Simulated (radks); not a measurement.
**Ionisation energy and size from Ni⁴⁺ to Kr⁴⁺**

An exercise on one series of results from a longer session: the logs are not shown, and one member is left open.

Method: scalar-relativistic Kohn-Sham, PBE, spin-polarised, spherical densities, finite nucleus; open shells are filled with parallel spins first. Code: radks (a radial shooting solver on a logarithmic mesh, Libxc functionals) version 1.

### Starting point

* species: Ni⁴⁺, Cu⁴⁺, Zn⁴⁺, Ga⁴⁺, Ge⁴⁺, As⁴⁺, Se⁴⁺, Br⁴⁺, Kr⁴⁺
* runs: 18, each species and its next ion

Set-up of the first run:

Settings of this run:

```text
Z 28
configuration [Ar] 3d6
relativity scalar-relativistic
functional pbe,pbe
spin polarised
nucleus finite rms 3.7757 fm
c 137.035999084
```

Among the steps run: Ni⁴⁺, [Ar] 3d6; Ni⁵⁺, [Ar] 3d5; Cu⁴⁺, [Ar] 3d7; Cu⁵⁺, [Ar] 3d6; Zn⁴⁺, [Ar] 3d8; Zn⁵⁺, [Ar] 3d7; Ga⁴⁺, [Ar] 3d9; Ga⁵⁺, [Ar] 3d8; Ge⁴⁺, [Ar] 3d10; Ge⁵⁺, [Ar] 3d9; As⁴⁺, [Ar] 3d10 4s1; As⁵⁺, [Ar] 3d10; Se⁴⁺, [Ar] 3d10 4s2; Se⁵⁺, [Ar] 3d10 4s1; Br⁴⁺, [Ar] 3d10 4s2 4p1; Br⁵⁺, [Ar] 3d10 4s2; Kr⁴⁺, [Ar] 3d10 4s2 4p2; Kr⁵⁺, [Ar] 3d10 4s2 4p1.

One of the session's tables, all rows but one given; the rest of the session is left out.

```
species  Δ-SCF (eV)  −ε(HOMO) (eV)  its <r> (bohr)
   Ni⁴⁺      76.482         65.431           0.853
   Cu⁴⁺      80.220         68.757           0.814
   Zn⁴⁺           ?              ?               ?
   Ga⁴⁺      87.270         75.041           0.746
   Ge⁴⁺      90.626         78.036           0.717
   As⁴⁺      63.916         57.766            1.67
   Se⁴⁺      68.126         61.723            1.59
   Br⁴⁺      59.112         52.974            1.69
   Kr⁴⁺      64.236         57.609            1.59
```

Estimate the missing values for Zn⁴⁺.

**Answer.** Δ-SCF (eV): 83.807; −ε(HOMO) (eV): 71.954; its <r> (bohr): 0.778. In the column «Δ-SCF (eV)» it lies between Cu⁴⁺ (80.220) and Ga⁴⁺ (87.270).

Open shells are spherical and high-spin; term and fine-structure splittings are not resolved.
